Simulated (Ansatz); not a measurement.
# AlH₅SeSi: how energies converge with the basis set

The task here is to estimate one member of a computed series from the others.

Computed with Ansatz 0.2.0, Gaussian basis. Level: one geometry, several basis sets.

Plan: PBE0-D4/def2-SVP; ωB97M-V/def2-SVP; PBE0-D4/def2-QZVPP; ωB97M-V/def2-QZVPP; the functionals' def2-TZVPP values are taken from earlier runs.

## The geometry

All runs share one geometry, relaxed beforehand with PBE0-D4 in a triple-zeta def2 set.

SMILES `[AlH2][Se][SiH3]`, 8 atoms, charge 0, spin multiplicity 1.

Atoms are counted from 1 here; the program's logs count them from 0.

Bond lengths: Al1–Se2 2.311 Å, Al1–H4 1.583 Å, Al1–H5 1.579 Å, Se2–Si3 2.284 Å, Si3–H6 1.484 Å, Si3–H7 1.484 Å, Si3–H8 1.484 Å. Angles: Se2–Al1–H4 118.3°, Se2–Al1–H5 117.5°, H4–Al1–H5 124.2°, Al1–Se2–Si3 94.8°, Se2–Si3–H6 106.5°, Se2–Si3–H7 111.0°, Se2–Si3–H8 111.1°, H6–Si3–H7 109.5°, H6–Si3–H8 109.5°, H7–Si3–H8 109.2°.

The first run:

Input file in.yaml:

```yaml
crystal:
  periodic: [false, false, false]
  atoms:
    - {symbol: Al, position_ang: [-0.404165, 1.180949, -1.445002]}
    - {symbol: Se, position_ang: [0.886352, -0.715571, -1.166593]}
    - {symbol: Si, position_ang: [0.382171, -0.968490, 1.046922]}
    - {symbol: H, position_ang: [-1.197913, 1.737832, -0.194172]}
    - {symbol: H, position_ang: [-0.434569, 1.838047, -2.880470]}
    - {symbol: H, position_ang: [1.113971, -2.172952, 1.510272]}
    - {symbol: H, position_ang: [-1.075254, -1.168416, 1.241351]}
    - {symbol: H, position_ang: [0.821606, 0.211602, 1.831892]}
basis:
  gaussian: {orbitals: def2-SVP}
hamiltonian: {xc: pbe0, dispersion: d4}
output: {orbitals: {seedname: orbitals}}
```

Launch:

```sh
$ ansatz run in.yaml --threads 2 --pin off --events-out ev --progress --plain --max-ram 4352MiB
```

Among the steps run: PBE0-D4 in def2-SVP; ωB97M-V in def2-SVP; PBE0-D4 in def2-QZVPP; ωB97M-V in def2-QZVPP.

One table of the session follows, with a row left open; its other results are not shown here.

It belongs to the step «Density functionals: the series». 

| functional | basis | HOMO (eV) | LUMO (eV) |
| --- | --- | --- | --- |
| PBE0-D4 | def2-SVP | -7.33 | -1.61 |
| PBE0-D4 | def2-TZVPP | -7.38 | -1.63 |
| PBE0-D4 | def2-QZVPP | ? | ? |
| ωB97M-V | def2-SVP | -9.37 | 0.09 |
| ωB97M-V | def2-TZVPP | -9.47 | -0.01 |
| ωB97M-V | def2-QZVPP | -9.47 | -0.13 |

Q: Estimate the row for PBE0-D4, def2-QZVPP from the others.

The run gave: HOMO (eV): -7.39; LUMO (eV): -1.65. In the column «HOMO (eV)» it lies between ωB97M-V, def2-SVP (-9.37) and PBE0-D4, def2-TZVPP (-7.38).
